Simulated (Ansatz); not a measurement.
**Bi (Bismuth): properties at the relaxed cell**

This session takes Bi (Bismuth) and sets out to relax it again with other functionals.

The COD entry's cell or inner coordinates are ideal or old and differ from later refinements, so a difference from it is no clean test against experiment.

Program: Ansatz 0.2.0. Level of theory: DFT PBE+D3(BJ), scalar-relativistic, plane waves, PAW, unless a step's input says otherwise. These are calculated values, not measurements.

1 further run of the same task is left out (set aside as unsound or not needed).

## Step 1: Starting point

The structure is trigonal, space group R-3m (No. 166). Conventional cell: a = 4.535 Å, b = 4.535 Å, c = 11.645 Å, α = 90.00°, β = 90.00°, γ = 120.00°. Around Bi (site symmetry 3m) lie 6 Bi at 3.09 to 3.45 Å.

Coordinates:

```
Bi
1.0
     2.26734    1.30905    3.88173
    -2.26734    1.30905    3.88173
     0.00000   -2.61810    3.88173
Bi
2
Direct
  0.23713 0.23713 0.23713
  0.76287 0.76287 0.76287
```

It is the result of an earlier relaxation at this level (volume 34.56 Å³/atom; gap on the mesh: none (metal)).

## Step 2: The cell under PBEsol

Input file input.yaml:

```yaml
crystal:
  lattice:
    - [2.2673427635, 1.3090509548, 3.8817323288]
    - [-2.2673427635, 1.3090509548, 3.8817323288]
    - [0.0, -2.6181019097, 3.8817323288]
  atoms:
    - { symbol: Bi, position: [0.2371283426, 0.2371283426, 0.2371283426] }
    - { symbol: Bi, position: [0.7628716574, 0.7628716574, 0.7628716574] }
basis:
  ecutwfc: 420
kpoints:
  mp_grid: { grid: [12, 12, 12] }
hamiltonian:
  xc: pbesol
scf:
  occupations: { method: gaussian, width: 0.1 }
output:
  forces: true
  stress: true
  eigenvalues: true
relax:
  adjacent_minimum: "off"
  f_tol: 0.005
  max_steps: 50
  cell: { stress_tol: 0.05 }
```

Command:

```sh
$ ansatz run input.yaml --threads 1 --pin off --max-ram 2560MiB --backend cpu --events-out ev --progress --plain --runs-dir out
```

## Step 3: The cell under PBE

input.yaml, as its differences from that of step 2:

```diff
@@ -13,3 +13,3 @@
 hamiltonian:
-  xc: pbesol
+  xc: pbe
 scf:
```

## Step 4: Relaxing with LDA

input.yaml, as its differences from that of step 3:

```diff
@@ -13,3 +13,3 @@
 hamiltonian:
-  xc: pbe
+  xc: lda
 scf:
@@ -20,2 +20,6 @@
   eigenvalues: true
+  write_density: true
+  write_potential: true
+  elf: true
+  volumetric_format: npy
 relax:
```

## Step 5: Relaxing with r2SCAN

input.yaml, as its differences from that of step 4:

```diff
@@ -9,3 +9,3 @@
 basis:
-  ecutwfc: 420
+  ecutwfc: 500
 kpoints:
@@ -13,3 +13,3 @@
 hamiltonian:
-  xc: lda
+  xc: r2scan
 scf:
@@ -20,6 +20,2 @@
   eigenvalues: true
-  write_density: true
-  write_potential: true
-  elf: true
-  volumetric_format: npy
 relax:
```

(Steps that only read results are left out.)

**Question.** What will these runs give?

As calculated:

The volumes rise in the order LDA, PBEsol, PBE+D3(BJ), r2SCAN, PBE, over 10.1 %. PBE+D3(BJ) comes nearest to the reported cell (-1.4 %), which holds thermal expansion that these runs lack. Spin-orbit coupling is left out for Bi.
